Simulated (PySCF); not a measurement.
**H2: NMR shifts at several levels of theory**

How much do the NMR shifts of H2 (`[H][H]`) depend on the level of theory, and what does each level cost?

Computed with PySCF 2.14.0, with density-fitted response routines of our own, on a single molecule in the gas phase. Atoms count from 0, in the outputs and in this text.

### Step 1. Starting geometry

2 atoms, charge 0, multiplicity 1; geometry from: GFN2-xTB.

Bonds of the start (Å): H0–H1 0.78.

### Step 2. Geometry optimisation at PBE0-D3(BJ)/def2-SVP

The job: settings as JSON, then the geometry in Å.

```
{"job": {"xc": "PBE0", "basis": "def2-SVP", "d3": "d3bj", "grid": 1, "kind": "geom"}, "charge": 0, "multiplicity": 1}
H      0.000000     0.000000     0.000000
H      0.000000     0.000000     0.776690
```

The log of the run:

```text
step   0  E = -1.16371219  max force = 0.010373
step   1  E = -1.16278070  max force = 0.030664
step   2  E = -1.16377731  max force = 0.008389
step   3  E = -1.16386878  max force = 0.000401
step   4  E = -1.16386900  max force = 0.000007
optimisation converged
```

Wall time 1 s (1 thread of Arm Neoverse N1, shared host).

The steps of the relaxation: (the energy doesn't fall at every step)

| step | energy from step 0 (eV) | largest force component (eV/Å) |
| --- | --- | --- |
| 0 | 0.0000 | 0.5334 |
| 1 | 0.0253 | 1.5768 |
| 2 | -0.0018 | 0.4314 |
| 3 | -0.0043 | 0.0206 |
| 4 | -0.0043 | 0.0004 |

The bond:

| bond | before (Å) | after (Å) | change (Å) |
| --- | --- | --- | --- |
| H0–H1 | 0.777 | 0.761 | -0.016 |

The final coordinates are the input of the step that follows.

| at the end point | value |
| --- | --- |
| point group (found at 0.08 Å tolerance) | D∞h |
| rotational constants (GHz, main isotopes) | 1732.0, 1732.0 |
| dipole moment (D) | 0.00 |

### Step 3. Nuclear shieldings: PBE0/pcSseg-2

The job: settings as JSON, then the geometry in Å.

```
{"job": {"kind": "nmr", "xc": "PBE0", "basis": "pcSseg-2", "pop": false}, "charge": 0, "multiplicity": 1}
H      0.000000    -0.000000     0.007867
H     -0.000000     0.000000     0.768823
```

With the program's defaults for keys left out, this is: GIAO PBE0/pcSseg-2 NMR shielding, non-relativistic, gas phase.

The log of the run:

```text
coarse grid: 1240 points
cycle   1  E = -1.1672370820  dE = -2.330e-01  |g| = 2.435e-02  |ddm| = 4.988e-01
cycle   2  E = -1.1674402751  dE = -2.032e-04  |g| = 3.668e-03  |ddm| = 1.853e-02
cycle   3  E = -1.1674455210  dE = -5.246e-06  |g| = 9.979e-05  |ddm| = 2.447e-03
final grid: 10744 points
cycle   4  E = -1.1685907264  dE = -5.140e-06  |g| = 3.830e-04  |ddm| = 1.299e-03
cycle   5  E = -1.1685907888  dE = -6.235e-08  |g| = 6.931e-05  |ddm| = 3.386e-04
cycle   6  E = -1.1685907902  dE = -1.420e-09  |g| = 2.802e-06  |ddm| = 3.886e-05
cycle   7  E = -1.1685907902  dE = -2.956e-12  |g| = 8.283e-08  |ddm| = 2.301e-06
converged SCF energy = -1.1685907902

GIAO shielding tensors (ppm)
atom      isotropic    diamagn.    paramagn.     s11        s22        s33       span
  0 H       26.290      26.540      -0.250     25.748     25.748     27.375      1.628
  1 H       26.290      26.540      -0.250     25.748     25.748     27.375      1.628
```

Run time: 0.2 s. Hardware: 1 thread of Arm Neoverse N1, shared host.

Shifts follow as δ = σ(reference) − σ, with reference shieldings (ppm) from runs at the same level and on the same kind of geometry: ¹H TMS 31.25. The references are single molecules in the gas phase. Atoms listed in one row are averaged.

| atoms | environment | σ (ppm) | δ (ppm) |
| --- | --- | --- | --- |
| H0, H1 | hydrogen | 26.29 | 4.95 |

### Step 4. Nuclear shieldings: PBE/pcSseg-2

The job: settings as JSON, then the geometry in Å.

```
{"job": {"kind": "nmr", "xc": "PBE", "basis": "pcSseg-2", "pop": false}, "charge": 0, "multiplicity": 1}
H      0.000000    -0.000000     0.007867
H     -0.000000     0.000000     0.768823
```

Level: GIAO PBE/pcSseg-2 NMR shielding, non-relativistic, gas phase.

The log of the run:

```text
coarse grid: 1240 points
cycle   1  E = -1.1635754667  dE = -2.014e-01  |g| = 5.508e-02  |ddm| = 5.052e-01
cycle   2  E = -1.1646913629  dE = -1.116e-03  |g| = 1.921e-02  |ddm| = 5.686e-02
cycle   3  E = -1.1648513673  dE = -1.600e-04  |g| = 1.424e-04  |ddm| = 1.511e-02
cycle   4  E = -1.1648513763  dE = -8.952e-09  |g| = 4.722e-06  |ddm| = 1.313e-04
final grid: 10744 points
cycle   5  E = -1.1663282611  dE = -8.443e-06  |g| = 9.148e-04  |ddm| = 1.935e-03
cycle   6  E = -1.1663286007  dE = -3.397e-07  |g| = 3.325e-04  |ddm| = 9.904e-04
cycle   7  E = -1.1663286476  dE = -4.694e-08  |g| = 3.999e-06  |ddm| = 2.558e-04
cycle   8  E = -1.1663286477  dE = -2.067e-12  |g| = 4.506e-08  |ddm| = 1.366e-06
converged SCF energy = -1.1663286477

GIAO shielding tensors (ppm)
atom      isotropic    diamagn.    paramagn.     s11        s22        s33       span
  0 H       26.336      26.576      -0.240     25.829     25.829     27.348      1.519
  1 H       26.336      26.576      -0.240     25.829     25.829     27.348      1.519
```

It took 0.2 s on 1 thread of Arm Neoverse N1, shared host.

Key values: δ H0 4.84 ppm (means over like atoms).

### Step 5. Shielding tensors: wB97X-D/pcSseg-2

The job: settings as JSON, then the geometry in Å.

```
{"job": {"kind": "nmr", "xc": "wB97X-D", "basis": "pcSseg-2", "pop": false}, "charge": 0, "multiplicity": 1}
H      0.000000    -0.000000     0.007867
H     -0.000000     0.000000     0.768823
```

Level: GIAO wB97X-D/pcSseg-2 NMR shielding, non-relativistic, gas phase.

The log of the run:

```text
coarse grid: 1240 points
cycle   1  E = -1.1754701986  dE = -2.702e-01  |g| = 1.151e-02  |ddm| = 4.954e-01
cycle   2  E = -1.1755180243  dE = -4.783e-05  |g| = 2.115e-03  |ddm| = 1.323e-02
cycle   3  E = -1.1755200988  dE = -2.074e-06  |g| = 8.607e-05  |ddm| = 3.381e-03
final grid: 10744 points
cycle   4  E = -1.1766306153  dE = -4.934e-06  |g| = 3.758e-04  |ddm| = 2.108e-03
cycle   5  E = -1.1766306505  dE = -3.524e-08  |g| = 6.038e-05  |ddm| = 2.999e-04
cycle   6  E = -1.1766306517  dE = -1.153e-09  |g| = 2.812e-06  |ddm| = 6.909e-05
cycle   7  E = -1.1766306517  dE = -4.703e-12  |g| = 2.127e-07  |ddm| = 4.907e-06
converged SCF energy = -1.1766306517

GIAO shielding tensors (ppm)
atom      isotropic    diamagn.    paramagn.     s11        s22        s33       span
  0 H       26.325      26.573      -0.248     25.790     25.790     27.395      1.605
  1 H       26.325      26.573      -0.248     25.790     25.790     27.395      1.605
```

It took 0.2 s on 1 thread of Arm Neoverse N1, shared host.

In short: δ H0 5.03 ppm (means over like atoms).

### Step 6. Nuclear shieldings: KT2/pcSseg-2

The job: settings as JSON, then the geometry in Å.

```
{"job": {"kind": "nmr", "xc": "KT2", "basis": "pcSseg-2", "pop": false}, "charge": 0, "multiplicity": 1}
H      0.000000    -0.000000     0.007867
H     -0.000000     0.000000     0.768823
```

With the program's defaults for keys left out, this is: GIAO KT2/pcSseg-2 NMR shielding, non-relativistic, gas phase.

The log of the run:

```text
coarse grid: 1240 points
cycle   1  E = -1.1494155098  dE = -2.028e-01  |g| = 5.294e-02  |ddm| = 5.093e-01
cycle   2  E = -1.1505534572  dE = -1.138e-03  |g| = 1.650e-02  |ddm| = 5.400e-02
cycle   3  E = -1.1506694584  dE = -1.160e-04  |g| = 1.476e-04  |ddm| = 1.251e-02
cycle   4  E = -1.1506694617  dE = -3.246e-09  |g| = 4.642e-06  |ddm| = 7.075e-05
final grid: 10744 points
cycle   5  E = -1.1523240991  dE = -9.463e-06  |g| = 8.838e-04  |ddm| = 2.241e-03
cycle   6  E = -1.1523244323  dE = -3.332e-07  |g| = 2.813e-04  |ddm| = 9.200e-04
cycle   7  E = -1.1523244655  dE = -3.319e-08  |g| = 4.002e-06  |ddm| = 2.104e-04
cycle   8  E = -1.1523244655  dE = -1.941e-12  |g| = 5.570e-08  |ddm| = 1.419e-06
converged SCF energy = -1.1523244655

GIAO shielding tensors (ppm)
atom      isotropic    diamagn.    paramagn.     s11        s22        s33       span
  0 H       26.446      26.695      -0.249     25.932     25.932     27.475      1.544
  1 H       26.446      26.695      -0.249     25.932     25.932     27.475      1.544
```

Wall time 0.3 s (1 thread of Arm Neoverse N1, shared host).

This run: δ H0 4.73 ppm (means over like atoms).

### Step 7. Shielding tensors: HF/pcSseg-2

The job: settings as JSON, then the geometry in Å.

```
{"job": {"kind": "nmr", "xc": "HF", "basis": "pcSseg-2", "pop": false}, "charge": 0, "multiplicity": 1}
H      0.000000    -0.000000     0.007867
H     -0.000000     0.000000     0.768823
```

Level: GIAO HF/pcSseg-2 NMR shielding, non-relativistic, gas phase.

The log of the run:

```text
final grid: 10744 points
cycle   1  E = -1.1318299984  dE = -3.219e-01  |g| = 4.462e-02  |ddm| = 4.882e-01
cycle   2  E = -1.1327632901  dE = -9.333e-04  |g| = 7.126e-03  |ddm| = 2.977e-02
cycle   3  E = -1.1327973823  dE = -3.409e-05  |g| = 8.592e-04  |ddm| = 8.860e-03
cycle   4  E = -1.1327978493  dE = -4.671e-07  |g| = 4.638e-05  |ddm| = 1.575e-03
cycle   5  E = -1.1327978505  dE = -1.138e-09  |g| = 1.989e-06  |ddm| = 8.180e-05
cycle   6  E = -1.1327978505  dE = -1.741e-12  |g| = 1.156e-07  |ddm| = 2.340e-06
converged SCF energy = -1.1327978505

GIAO shielding tensors (ppm)
atom      isotropic    diamagn.    paramagn.     s11        s22        s33       span
  0 H       26.104      26.378      -0.274     25.487     25.487     27.338      1.852
  1 H       26.104      26.378      -0.274     25.487     25.487     27.338      1.852
```

Wall time 0.1 s (1 thread of Arm Neoverse N1, shared host).

In short: δ H0 5.58 ppm (means over like atoms).

### Step 8. Run by run: NMR shifts

Shifts (ppm), means over like atoms, with basis size and wall time:

| run | H0 | functions | time |
| --- | --- | --- | --- |
| PBE0/pcSseg-2 | 4.95 | 28 | 0.2 s |
| PBE/pcSseg-2 | 4.84 | 28 | 0.2 s |
| wB97X-D/pcSseg-2 | 5.03 | 28 | 0.2 s |
| KT2/pcSseg-2 | 4.73 | 28 | 0.3 s |
| HF/pcSseg-2 | 5.58 | 28 | 0.1 s |

### Step 9. What came out

| quantity | value |
| --- | --- |
| point group | D∞h |
| rotational constants (main isotopes) | 1731.98, 1731.98 GHz |
| ¹H shifts against TMS (PBE0/pcSseg-2, means over atoms taken as alike) | 4.95 ppm |
| range of the shift of H0 | 4.73 to 5.58 ppm |

In words: Single values in the summary come from the first run of each kind that ended normally (PBE0/pcSseg-2), which need not be the best level. Relaxing lowered the energy by 0.004 eV in 4 steps; the close pair that moved most is H0–H1, from 0.777 to 0.761 Å. The shift of H0 (with its like atoms) runs from 4.73 (KT2/pcSseg-2) to 5.58 ppm (HF/pcSseg-2). Part of that comes from the computed reference.
